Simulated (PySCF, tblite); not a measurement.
**C₃H₉NO₂Si₂− (doublet): geometry, infrared bands and EPR parameters**

Aim: predict the infrared bands and EPR parameters of C₃H₉NO₂Si₂− (doublet) (`N[C]([O-])[Si@@H]1CC[SiH2]O1`).

Computed with tblite 0.8.0 and PySCF 2.14.0, with density-fitted response routines of our own, on a single molecule in the gas phase. Atoms are numbered from 0 throughout.

## 1. The starting structure

17 atoms, charge -1, multiplicity 2; geometry from: force field or distance geometry start.

Bonds of the start (Å): N0–C1 1.45, C1–O2 1.27, C1–Si3 1.84, Si3–C4 1.99, C4–C5 1.56, C5–Si6 1.93, Si6–O7 1.71, O7–Si3 1.72, N0–H8 1.02, N0–H9 1.01, Si3–H10 1.50, C4–H11 1.09, C4–H12 1.10, C5–H13 1.10, C5–H14 1.09, Si6–H15 1.47, Si6–H16 1.49.

## 2. Geometry optimisation with GFN2-xTB

What the job is given:

```
{"job": {"kind": "relax", "xc": "GFN2-xTB", "basis": "xTB"}, "charge": -1, "multiplicity": 2}
N      2.211400     1.148800    -0.808000
C      2.004500     0.334200     0.369300
O      3.066700    -0.204000     0.798600
Si     0.387900     0.126000     1.213600
C     -0.523200    -1.479300     0.477100
C     -1.308600    -0.997100    -0.787300
Si    -1.878000     0.813000    -0.462400
O     -0.744500     1.316400     0.716000
H      2.085000     2.122100    -0.542100
H      3.193600     1.047100    -1.001800
H      0.388800     0.047000     2.709200
H      0.197900    -2.266100     0.236300
H     -1.217000    -1.832100     1.253300
H     -0.630700    -0.981900    -1.655800
H     -2.149600    -1.648300    -1.006200
H     -1.853400     1.658500    -1.666600
H     -3.237700     0.807700     0.146900
```

Run with:

```console
$ OMP_NUM_THREADS=1 python probes_run.py task.json out
```

This one command runs all jobs of the session in turn.

**Question.** This job is followed by: GFN2-xTB harmonic vibrations, gas phase; UKS B3LYP, pcH-1 on C H N O Si, non-relativistic, mean-field spin-orbit, GIAO. What will the session give for the following? strongest single infrared mode (GFN2-xTB); zero-point energy (GFN2-xTB); g(iso) (B3LYP); ⟨S²⟩; largest a(iso) (averaged by class).

As calculated:

```
                                 quantity                  value
strongest single infrared mode (GFN2-xTB)  2127 cm⁻¹, 712 km/mol
             zero-point energy (GFN2-xTB)          73.3 kcal/mol
                           g(iso) (B3LYP)                2.00343
                                     ⟨S²⟩     0.753 (exact 0.75)
       largest a(iso) (averaged by class)   13C on C4, 121.2 MHz
```

In words: Over 74 steps the energy fell by 0.533 eV; of the close pairs, Si6–O7 changed most, 1.711 to 1.597 Å. No mode is imaginary among the 45: a minimum at this level. The strongest single mode, at 2127 cm⁻¹, moves mainly H16 and H15. GFN2-xTB is a fitted tight-binding method: band positions and strengths are rough. Its intensities can rank the bands wrongly. The largest spin populations lie on Si3 (0.39 e), C1 (0.31 e). The isotropic g lies 1.1 ppt above the free-electron value. The records flag this anion as possibly unbound in the gas phase, so the basis may hold the extra electron. These values are for one conformer; the search (at its own cheap level) found 2 more, at 0.01, 0.75 kcal/mol (those within 0.05 may be mirror or relabelled copies), and measured spectra average over such forms.
